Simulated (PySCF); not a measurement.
# The bond of GaF, level by level

What are the lowest state that PBE0 finds, the bond length, vibrational wavenumber and bond energy of GaF, and how much do these hang on the method?

The runs use PySCF 2.14.0; Ga def2-TZVPPD, F def2-TZVPPD, no relativity.

## (1) The job

Settings of the job:

| Quantity | Value |
| --- | --- |
| atoms | Ga, F |
| charge | 0 |
| basis | Ga def2-TZVPPD, F def2-TZVPPD |
| Hamiltonian | no relativity |
| basis functions | 94 |
| electrons treated | 40 |
| masses in u | 68.9256, 18.9984 |
| levels | PBE0, PBE, r²SCAN, B2PLYP, PBEsol, BHandHLYP, r²SCAN0, B3LYP, ωB97X-V, HF, MP2, SCS-MP2, CCSD, CCSD(T) |
| grid | 80 radial by 434 angular points |
| occupations | held fixed by the projection of orbital angular momentum |
| dissociation limit | Ga + F, each in its ground configuration |
| starting distance in angstrom | 1.820 |
| values of 2S to try | 0, 2 |

Launch:

```
$ OMP_NUM_THREADS=2 python dia.py task.json out
```

The runs that follow: First curve: PBE0; Higher solutions at PBE0; PBE (GGA); r²SCAN (meta-GGA); B2PLYP (double hybrid); PBEsol (GGA); BHandHLYP; r²SCAN0 (hybrid meta-GGA); B3LYP (global hybrid GGA); ωB97X-V (range-separated hybrid); RHF; Adding correlation.

Q: Predict the outcome of this session. Wanted: for each run, Re; ωe; De; μ.

**Answer**, as computed:

Lowest PBE0 solution found, without spin–orbit coupling: ¹Σ⁺ (singlet), closed shell. State 2 has its PBE0 minimum 3.83 eV higher. The other levels ran on the lowest alone.

```
      level  Re (Å)  ωe (cm⁻¹)  De (eV)  μ (D)
        RHF   1.767        649     4.23  -2.19
    RHF-MP2   1.786        619     6.40    n/a
RHF-SCS-MP2   1.788        616     6.20    n/a
   RHF-CCSD   1.780        630     5.90    n/a
RHF-CCSD(T)   1.785        622     6.05    n/a
        PBE   1.813        580     6.31  -2.37
     PBEsol   1.795        600     6.61  -2.24
     r²SCAN   1.784        621     6.13  -2.14
      B3LYP   1.803        595     6.06  -2.50
       PBE0   1.788        613     5.97  -2.32
    r²SCAN0   1.772        638     5.83  -2.19
  BHandHLYP   1.779        628     5.67  -2.42
    ωB97X-V   1.789        617     6.16  -2.29
     B2PLYP   1.795        605     6.13  -2.49
```

De is counted to Ga + F in their ground configurations. A positive dipole means Ga(−)F(+).

Differences from CCSD(T) in the same basis:

```
      level  Re (mÅ)  ωe (%)
        RHF      -18    +4.5
    RHF-MP2        0    -0.4
RHF-SCS-MP2       +3    -0.9
   RHF-CCSD       -5    +1.3
        PBE      +28    -6.7
     PBEsol      +10    -3.4
     r²SCAN       -1    -0.1
      B3LYP      +17    -4.2
       PBE0       +3    -1.4
    r²SCAN0      -14    +2.6
  BHandHLYP       -6    +1.1
    ωB97X-V       +4    -0.8
     B2PLYP      +10    -2.6
```

In words: Against CCSD(T) in the same basis, the bond length is nearest at RHF-MP2 (0 mÅ) and farthest at PBE (+28 mÅ); the wavenumber is nearest at r²SCAN (-0.1 %) and farthest at PBE (-6.7 %). Hartree–Fock falls on the short and stiff side, its usual fault. PBE has the long and soft bond that GGAs tend to give. Of the levels with a De here, RHF gives the least (4.23 eV) and PBEsol the most (6.61 eV).

Correlated steps freeze 10 core orbitals. B2PLYP dipoles, levels and charges come from its SCF part alone.
